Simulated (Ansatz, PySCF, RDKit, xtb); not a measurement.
# Which structure has the formula GaAlPH5?

Given the formula GaAlPH5 and nothing else, which arrangement of the atoms is the most stable in the gas at 298.15 K, and what are its properties?

Plan: many cheap relaxations first (GFN2-xTB), then density-functional screening, relaxation at B3LYP-D3(BJ)/def2-SVP, vibrations and a final energy. The numbers are computed, not measured.

11 further runs of the same task are left out: 4 for a known fault of the program, 7 set aside as unsound or not needed.

## (1) Possible bonding patterns

A program enumerates the bonding patterns with one Lewis structure each (two rings at most, one unusual centre or charged pair), with their diastereomers. O–O, O–halogen and N–halogen bonds and N–N–N chains are not drawn. That gives 17 candidates.

```csv
label,SMILES,spin
c073,[P@H3+][AlH2-][Ga],singlet
c192,[AlH3-][Ga+][PH2],singlet
c219,[PH2][AlH][GaH2],singlet
c301,[P@H3+][AlH2-][Ga],triplet
c378,[AlH+][GaH2-][PH2],singlet
c387,[AlH2-]1[P@H2+][GaH]1,singlet
c401,[PH2][AlH2-][GaH+],singlet
c426,[AlH3-][P@H2+][Ga],singlet
c433,[AlH3-][P@H2+][Ga],triplet
c563,[AlH2][P@H][GaH2],singlet
c613,[Al][P@H2+][GaH3-],singlet
c735,[AlH2][GaH][PH2],singlet
c865,[AlH]1[P@H2+][GaH2-]1,singlet
c922,[Al][P@H2+][GaH3-],triplet
```

Candidates are built by distance geometry, with a force field where one applies, in up to four conformers (letters a to d). 10 starts with atoms placed at random are added, to find patterns that the rules miss.

**Question.** With final energies at CCSD(T)/def2-TZVP, which structure will this search put lowest in free energy, and by what margin?

| quantity | value |
| --- | --- |
| lowest structure found | [AlH2][P@H][GaH2], singlet, C1 |
| next finalist | [H]1[AlH2][PH][GaH]1 ‡, singlet, 3.1 kcal/mol higher in G |
| share at equilibrium, among the finalists | 98.9 % |
| harmonic wavenumbers, lowest and highest (B3LYP-D3(BJ)/def2-SVP) | 73 and 2404 cm⁻¹ |
| rotational constants, same geometry | 0.2827, 0.05629, 0.04875 cm⁻¹ |
| dipole moment (PBE0/def2-TZVPD) | 0.51 D |
| HOMO energy (PBE0/def2-TZVPD) | -7.27 eV |
| LUMO energy (PBE0/def2-TZVPD) | -1.96 eV |
| HOMO–LUMO gap (PBE0/def2-TZVPD) | 5.31 eV |
| lowest excitation (TD-PBE0/def2-SVPD) | 4.44 eV (f = 0.026) |
| strongest of the states computed, same level | 5.12 eV (f = 0.169) |
| lowest triplet excitation, same level, Tamm-Dancoff | 3.50 eV |
| vertical ionisation energy | 9.08 eV |
| vertical electron affinity | 0.56 eV |
| vertical triplet less singlet | +3.47 eV |

`[AlH2][P@H][GaH2]` comes out lowest. The margin, 3.1 kcal/mol, is modest. HF/def2-TZVP and MP2/def2-TZVP already put its bonding pattern lowest among the structures in one piece; B3LYP-D3(BJ)/def2-SVP favours the singlet [PH2][AlH3][Ga] ‡. Lowest found is not proven lowest: the search is finite, and each finalist counts with one conformer. Patterns outside the rules of the enumeration were met only by chance.

‡ marks the bonded skeleton alone, with all bonds drawn single: no Lewis structure was assigned that passes a check against the bond lengths.
